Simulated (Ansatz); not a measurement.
# SiH3F with WF6: superposition error and deformation

An exercise on one series of results from a longer session: the logs are not shown, and one member is left open.

Computed with Ansatz 0.2.0, Gaussian basis. Level: PBE0-D4 structures, single points in def2-TZVPPD.

Levels: PBE-D4, revPBE-D4, BLYP-D4, r2SCAN-D4, B97M-V, PBE0-D4, B3LYP-D4, HSE06-D4, wB97X-V, wB97M-V, B2PLYP, Hartree-Fock, MP2, CCSD, CCSD(T).

Correlated methods freeze the cores. Core potentials replace the inner electrons past krypton, and spin-orbit coupling is left out. B3LYP uses VWN-RPA correlation. B2PLYP carries no dispersion term here.

2 further runs of the same task are left out: 2 set aside as unsound or not needed.

## Starting geometry

The relaxed pair: 12 atoms, charge 0, spin multiplicity 1.

Atoms are counted from 1 here; the program's logs count them from 0.

Bond lengths: Si1–F2 1.603 Å, Si1–H3 1.481 Å, Si1–H4 1.481 Å, Si1–H5 1.482 Å, F6–W7 1.836 Å, W7–F8 1.830 Å, W7–F9 1.838 Å, W7–F10 1.835 Å, W7–F11 1.830 Å, W7–F12 1.834 Å. Angles: F2–Si1–H3 108.3°, F2–Si1–H4 108.3°, F2–Si1–H5 107.9°, H3–Si1–H4 110.9°, H3–Si1–H5 110.7°, H4–Si1–H5 110.7°, F6–W7–F8 89.8°, F6–W7–F9 89.7°, F6–W7–F10 89.4°, F6–W7–F11 179.2°, F6–W7–F12 89.8°, F8–W7–F9 90.4°, F8–W7–F10 179.2°, F8–W7–F11 91.0°, F8–W7–F12 90.1°, F9–W7–F10 89.7°, F9–W7–F11 90.5°, F9–W7–F12 179.3° and more.

Coordinates:

```csv
atom,x (Å),y (Å),z (Å)
Si1,-0.3606,-0.2210,-2.6938
F2,0.0813,-1.2346,-1.5334
H3,0.5523,0.9450,-2.6650
H4,-1.7585,0.1967,-2.4396
H5,-0.2554,-0.9356,-3.9876
F6,1.1358,1.7165,2.3409
W7,0.2501,0.1710,1.8977
F8,1.7161,-0.3916,0.9575
F9,-0.4122,0.9946,0.3944
F10,-1.2076,0.7555,2.8474
F11,-0.6500,-1.3642,1.4730
F12,0.9088,-0.6322,3.4086
```

Atoms 1 to 5 are fragment A (SiH3F), the rest fragment B (WF6). From earlier runs, pair energy (eV) and counterpoise interaction (meV):

```csv
method,E(pair),interaction
PBE-D4,-28768.98175,-85
revPBE-D4,-28783.77444,-78
BLYP-D4,-28788.65046,-90
r2SCAN-D4,-28782.49442,-90
B97M-V,-28780.69171,-80
PBE0-D4,-28767.34726,-84
B3LYP-D4,-28790.87715,-98
HSE06-D4,-28766.37135,-83
wB97X-V,-28780.42071,-88
wB97M-V,-28781.31676,-84
B2PLYP,-28773.03731,-30
MP2,-28740.39225,-63
CCSD(T),-28742.23511,-75
```

First each fragment is run alone in its own basis, frozen in the shape it has in the pair (a, b).

The first run:

a/in.yaml reads:

```yaml
crystal:
  periodic: [false, false, false]
  atoms:
    - {symbol: Si, position_ang: [-0.360592, -0.220996, -2.693767]}
    - {symbol: F, position_ang: [0.081349, -1.234559, -1.533397]}
    - {symbol: H, position_ang: [0.552253, 0.944974, -2.665037]}
    - {symbol: H, position_ang: [-1.758475, 0.196692, -2.439592]}
    - {symbol: H, position_ang: [-0.255424, -0.935608, -3.987633]}
basis:
  gaussian: {orbitals: "def2-TZVPPD.json"}
correlation: {method: ccsd_t}
```

b/in.yaml reads:

```yaml
crystal:
  periodic: [false, false, false]
  atoms:
    - {symbol: F, position_ang: [1.135835, 1.716492, 2.340896]}
    - {symbol: W, position_ang: [0.250091, 0.170968, 1.897679]}
    - {symbol: F, position_ang: [1.716081, -0.391602, 0.957529]}
    - {symbol: F, position_ang: [-0.412226, 0.994630, 0.394442]}
    - {symbol: F, position_ang: [-1.207641, 0.755500, 2.847435]}
    - {symbol: F, position_ang: [-0.650044, -1.364163, 1.472982]}
    - {symbol: F, position_ang: [0.908793, -0.632228, 3.408562]}
basis:
  gaussian: {orbitals: "def2-TZVPPD.json"}
correlation: {method: ccsd_t}
```

The basis file named in the input lies beside it (Basis Set Exchange, JSON).

The command line of these runs was not kept.

Among the steps run: CCSD(T)/def2-TZVPPD; Relaxing SiH3F alone; Relaxing WF6 alone.

One of the session's tables, all rows but one given; the rest of the session is left out.

| method | interaction with counterpoise (meV) |
| --- | --- |
| PBE-D4 | -85 |
| revPBE-D4 | -78 |
| BLYP-D4 | -90 |
| r2SCAN-D4 | -90 |
| B97M-V | -80 |
| PBE0-D4 | -84 |
| B3LYP-D4 | -98 |
| HSE06-D4 | -83 |
| wB97X-V | -88 |
| wB97M-V | -84 |
| B2PLYP | -30 |
| Hartree-Fock | ? |
| MP2 | -63 |
| CCSD | -62 |
| CCSD(T) | -75 |

**Question.** Estimate the row for Hartree-Fock.

As computed: interaction with counterpoise (meV): 2. In the column «interaction with counterpoise (meV)» it is the highest.
